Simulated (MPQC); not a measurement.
# MP2/def2-SVPD run of GaSiH5 (GaH2(SiH3))

Aim: the energy change on altering one bond length of GaSiH5 (GaH2(SiH3)) at MP2/def2-SVPD, from 2 runs. 

Program for the calculation: MPQC 2.3.1.

10 further runs of the same task are left out: 2 that didn't finish, 8 set aside as unsound or not needed.

## Step 1: The structure to begin with

GaSiH5 has 7 atoms, charge 0, and is taken as a singlet. As SMILES, `[H][Ga]([H])[SiH3]`. The shape comes from GFN2-xTB, which is rough for such elements, and wasn't checked as a minimum.

Bond lengths: Ga1–Si4 2.405 Å, Ga1–H2 1.617 Å, Ga1–H3 1.615 Å, Si4–H5 1.477 Å, Si4–H6 1.477 Å, Si4–H7 1.476 Å. Angles: Ga1–Si4–H5 111.7°, Ga1–Si4–H6 111.5°, Ga1–Si4–H7 112.7°, H2–Ga1–Si4 127.0°, H3–Ga1–Si4 127.5°, H5–Si4–H6 107.1°, H5–Si4–H7 106.8°, H6–Si4–H7 106.8°, H2–Ga1–H3 105.4°.

## Step 2: The energy at MP2/def2-SVPD

input.in reads:

```
molecule<Molecule>: (
    symmetry = c1
    unit = angstrom
    { atoms geometry } = {
        Ga [ 0.660170 1.155470 0.006130 ]
        H  [ 2.263320 1.358430 0.053590 ]
        H  [ 0.038850 2.646170 -0.019320 ]
        Si [ -0.535550 -0.930740 -0.011480 ]
        H  [ -1.856820 -0.807120 0.636090 ]
        H  [ 0.204680 -1.984390 0.712100 ]
        H  [ -0.774660 -1.437830 -1.377100 ]
    }
)
basis<GaussianBasisSet>: (
    name = "def2-SVPD"
    molecule = $:molecule
    basisdir = "."
    puream = yes
)
mpqc: (
    checkpoint = no
    savestate = no
    restart = no
    do_energy = yes
    do_gradient = no
    optimize = no
    mole<MBPT2>: (
        molecule = $:molecule
        basis = $:basis
        memory = 1000000000
        method = mp
        nfzc = 14
        reference<CLHF>: (
            molecule = $:molecule
            basis = $:basis
            total_charge = 0
            memory = 1000000000
            print_evals = yes
            maxiter = 120
            value_accuracy = 1e-08
            guess_wavefunction<CLHF>: (
                molecule = $:molecule
                total_charge = 0
                memory = 1000000000
                value_accuracy = 1e-3
                basis<GaussianBasisSet>: (
                    name = "STO-3G"
                    molecule = $:molecule
                )
            )
        )
    )
)
```

The basis set def2-SVPD is read from a file made from the Basis Set Exchange's data (not shown).

Run with:

```
mpqc -o input.out input.in
```

Log:

```text
MPQC: Massively Parallel Quantum Chemistry
[...]
  LUMO is    26   A =   0.024301
  total scf energy = -2214.7254386820
[...]
  MP2 correlation energy [au]:         -0.332654883284
  MP2 energy [au]:                   -2215.058093565251
Value of the MolecularEnergy: -2215.0580935653
[...]
        symmetry = c1
[...]
```

Wall time 48 s (1 thread of Arm Neoverse N1, shared host); peak memory 0.51 GiB.

## Step 3: The distorted shape at the same level

mol.in reads:

```
% GaH5Si
molecule<Molecule>: (
  symmetry = c1
  unit = angstrom
  { atoms geometry } = {
    Ga [ 0.846581 0.708224 0.013766 ]
    H  [ 2.449731 0.911184 0.061226 ]
    H  [ 0.038850 2.646170 -0.019320 ]
    Si [ -0.349139 -1.377986 -0.003844 ]
    H  [ -1.670409 -1.254366 0.643726 ]
    H  [ 0.391091 -2.431636 0.719736 ]
    H  [ -0.588249 -1.885076 -1.369464 ]
  }
)
basis<GaussianBasisSet>: (
  name = "def2-SVPD"
  molecule = $:molecule
  basisdir = "."
  puream = yes
)
mpqc: (
  checkpoint = no
  savestate = no
  restart = no
  do_energy = yes
  do_gradient = no
  optimize = no
  mole<MBPT2>: (
    molecule = $:molecule
    basis = $:basis
    memory = 1000000000
    method = mp
    nfzc = 14
    reference<CLHF>: (
      molecule = $:molecule
      basis = $:basis
      total_charge = 0
      memory = 1000000000
      print_evals = yes
      maxiter = 120
      value_accuracy = 1e-08
      guess_wavefunction<CLHF>: (
        molecule = $:molecule
        total_charge = 0
        memory = 1000000000
        value_accuracy = 1e-3
        basis<GaussianBasisSet>: (
          name = "STO-3G"
          molecule = $:molecule
        )
      )
    )
  )
)
```

The basis set def2-SVPD is read from a file made from the Basis Set Exchange's data (not shown).

Run with:

```
mpqc mol.in > mol.out
```

Log:

```text
MPQC: Massively Parallel Quantum Chemistry
[...]
  LUMO is    26   A =   0.017495
  total scf energy = -2214.6877415858
[...]
  MP2 correlation energy [au]:         -0.331368784028
  MP2 energy [au]:                   -2215.019110369866
Value of the MolecularEnergy: -2215.0191103699
[...]
        symmetry = c1
[...]
```

Run time: 50 s. Hardware: 1 thread of Arm Neoverse N1, shared host; peak memory 0.51 GiB.

## Step 4: Results

At MP2/def2-SVPD, 14 core orbitals frozen:

| quantity | value |
| --- | --- |
| first shape: total energy | -2215.05809 Eh |
| first shape: HOMO energy (Hartree–Fock orbitals) | -10.48 eV |
| first shape: LUMO energy (Hartree–Fock orbitals) | 0.66 eV |
| first shape: HOMO–LUMO gap (Hartree–Fock orbitals) | 11.15 eV |
| first shape: correlation energy (14 core orbitals frozen) | -332.7 mEh |
| distorted shape: total energy | -2215.01911 Eh |
| distorted shape: HOMO energy (Hartree–Fock orbitals) | -9.77 eV |
| distorted shape: LUMO energy (Hartree–Fock orbitals) | 0.48 eV |
| distorted shape: HOMO–LUMO gap (Hartree–Fock orbitals) | 10.25 eV |
| distorted shape: correlation energy (14 core orbitals frozen) | -331.4 mEh |
| energy change with the Ga1–H3 bond stretched from 1.615 to 2.100 Å | 1.061 eV |

With the Ga1–H3 bond stretched from 1.615 to 2.100 Å the energy rises by 1.06 eV (24 kcal/mol). The first shape isn't relaxed at this level, so the change isn't measured from a minimum.
